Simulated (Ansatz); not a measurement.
# C2H9BSi: the cost of one run

Method: RKS B3LYP/STO-3G, in Ansatz 0.2.0.

## Step 1: Starting point

Bond lengths: C1–B2 1.544 Å, B2–Si3 1.913 Å, Si3–C4 1.931 Å, C1–H5 1.162 Å, C1–H6 1.079 Å, C1–H7 1.144 Å, B2–H8 1.149 Å, Si3–H9 1.436 Å, Si3–H10 1.487 Å, C4–H11 1.167 Å, C4–H12 1.057 Å, C4–H13 1.151 Å. Angles (14 of 21 angles, heavy atoms first): C1–B2–Si3 119.3°, B2–Si3–C4 112.6°, C1–B2–H8 122.8°, Si3–B2–H8 117.9°, B2–C1–H5 108.5°, B2–C1–H6 115.1°, B2–C1–H7 110.8°, B2–Si3–H9 111.5°, B2–Si3–H10 110.4°, C4–Si3–H9 105.5°, C4–Si3–H10 106.5°, Si3–C4–H11 105.2°, Si3–C4–H12 112.2°, Si3–C4–H13 104.8°.

As a file:

```xyz
13

C    -1.6878    0.6226    0.2665
B    -1.1254   -0.4874   -0.6481
Si    0.7511   -0.8603   -0.6213
C     1.7217    0.2991    0.5800
H    -2.8298    0.7175    0.0723
H    -1.5373    0.4646    1.3227
H    -1.2467    1.6410   -0.0125
H    -1.7867   -1.1041   -1.3575
H     1.3472   -0.6591   -1.9121
H     0.9963   -2.2510   -0.1554
H     1.2204    0.1489    1.6231
H     2.7523    0.0682    0.6114
H     1.4452    1.3654    0.2457
```

## Step 2: Preparing the start

input.yaml reads:

```yaml
crystal:
  periodic: [false, false, false]
  atoms:
    - { symbol: C, position_ang: [-1.6878, 0.6226, 0.2665] }
    - { symbol: B, position_ang: [-1.1254, -0.4874, -0.6481] }
    - { symbol: Si, position_ang: [0.7511, -0.8603, -0.6213] }
    - { symbol: C, position_ang: [1.7217, 0.2991, 0.58] }
    - { symbol: H, position_ang: [-2.8298, 0.7175, 0.0723] }
    - { symbol: H, position_ang: [-1.5373, 0.4646, 1.3227] }
    - { symbol: H, position_ang: [-1.2467, 1.641, -0.0125] }
    - { symbol: H, position_ang: [-1.7867, -1.1041, -1.3575] }
    - { symbol: H, position_ang: [1.3472, -0.6591, -1.9121] }
    - { symbol: H, position_ang: [0.9963, -2.251, -0.1554] }
    - { symbol: H, position_ang: [1.2204, 0.1489, 1.6231] }
    - { symbol: H, position_ang: [2.7523, 0.0682, 0.6114] }
    - { symbol: H, position_ang: [1.4452, 1.3654, 0.2457] }
basis:
  gaussian: { orbitals: STO-3G }
hamiltonian:
  xc: b3lyp
relax:
  f_tol: 0.02
  max_steps: 40
scf:
  lower_state_search: "off"
```

On the command line:

```
$ ansatz run input.yaml --threads 1 --pin off --max-ram 2048MiB --backend cpu --events-out ev --progress --plain --runs-dir out
```

What time and memory should one allow on 1 thread of Arm Neoverse V1, shared host?

About 41 s, with a peak of 0.11 GiB.
